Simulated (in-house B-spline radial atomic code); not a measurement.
**Tm²⁺: ionisation energy by several methods**

How far do functionals differ on the ionisation energy of Tm²⁺? Each run solves Tm²⁺ and then the next ion ([Xe] 4f12).

Program: in-house B-spline radial atomic code version 1. Level of theory: non-relativistic, several functionals, spin-polarised; spherical all-electron atom at the radial basis limit. These are calculated values, not measurements, unless marked.

### 1 Starting point

* element: thulium (Z = 69)
* charge: +2
* electrons: 67
* configuration: [Xe] 4f13
* nucleus: point

The outer shells:

[Xe] 4f13
```
[Xe] core
4f [↑↓][↑↓][↑↓][↑↓][↑↓][↑↓][↑ ]
```

Where spins are not typed, each open shell is filled with up spins first.

### 2 TPSS

Settings of the run:

```ini
Z = 69
electrons = 67.0
configuration = [Xe] 4f13
hamiltonian = nr
method = tpss,tpss
spin_polarised = True
```

### 3 PBEsol

Settings of the run:

```ini
Z = 69
electrons = 67.0
configuration = [Xe] 4f13
hamiltonian = nr
method = pbesol
spin_polarised = True
```

### 4 exchange-only LDA

Settings of the run:

```ini
Z = 69
electrons = 67.0
configuration = [Xe] 4f13
hamiltonian = nr
method = lda,
spin_polarised = True
```

### 5 LDA (VWN5)

Settings of the run:

```ini
Z = 69
electrons = 67.0
configuration = [Xe] 4f13
hamiltonian = nr
method = lda,vwn
spin_polarised = True
```

### 6 RPBE

Settings of the run:

```ini
Z = 69
electrons = 67.0
configuration = [Xe] 4f13
hamiltonian = nr
method = rpbe,pbe
spin_polarised = True
```

### 7 LDA (PW92)

Settings of the run:

```ini
Z = 69
electrons = 67.0
configuration = [Xe] 4f13
hamiltonian = nr
method = lda,pw
spin_polarised = True
```

Before running: The tabulated ionisation energy is 23.66 ± 0.03 eV (semi-empirical; NIST Atomic Spectra Database). What does each method give, and which comes nearest?

As calculated:

| method | rung | total energy (hartree) | ΔSCF (eV) | −ε highest (eV) | ΔSCF less tabulated (eV) |
| --- | --- | --- | --- | --- | --- |
| exchange-only LDA | LDA | -12929.2076 | 28.628 | 19.511 (4f down) | +4.968 |
| LDA (VWN5) | LDA | -12936.1512 | 30.484 | 21.264 (4f down) | +6.824 |
| LDA (PW92) | LDA | -12936.1220 | 30.477 | 21.257 (4f down) | +6.817 |
| PBEsol | GGA | -12939.5593 | 30.154 | 20.949 (4f down) | +6.494 |
| RPBE | GGA | -12943.6588 | 30.017 | 20.826 (4f down) | +6.357 |
| TPSS | meta-GGA | -12943.1846 | 29.846 | 20.664 (4f down) | +6.186 |

**Reading.** Tables give 23.66 ± 0.03 eV (semi-empirical; NIST Atomic Spectra Database) for the ionisation energy. exchange-only LDA misses by +4.968 eV, the least, and LDA (VWN5) by +6.824 eV (29 %), the most. Mean absolute error by rung (exchange-only levels left out): LDA 6.82 eV, GGA 6.43 eV, meta-GGA 6.19 eV. All methods miss on the same side by much the same amount, which points to something that they share. These runs lack relativity altogether, which can outweigh the gaps between the methods, so the nearest may be so by luck. These runs leave out relativity, which matters at this nuclear charge. Open shells are averaged (over orientations, and over spins where the run is restricted), while tables refer to the lowest levels. For the semilocal functionals minus the highest level recovers only 68 to 70 % of their own ΔSCF value, a mark of self-interaction.
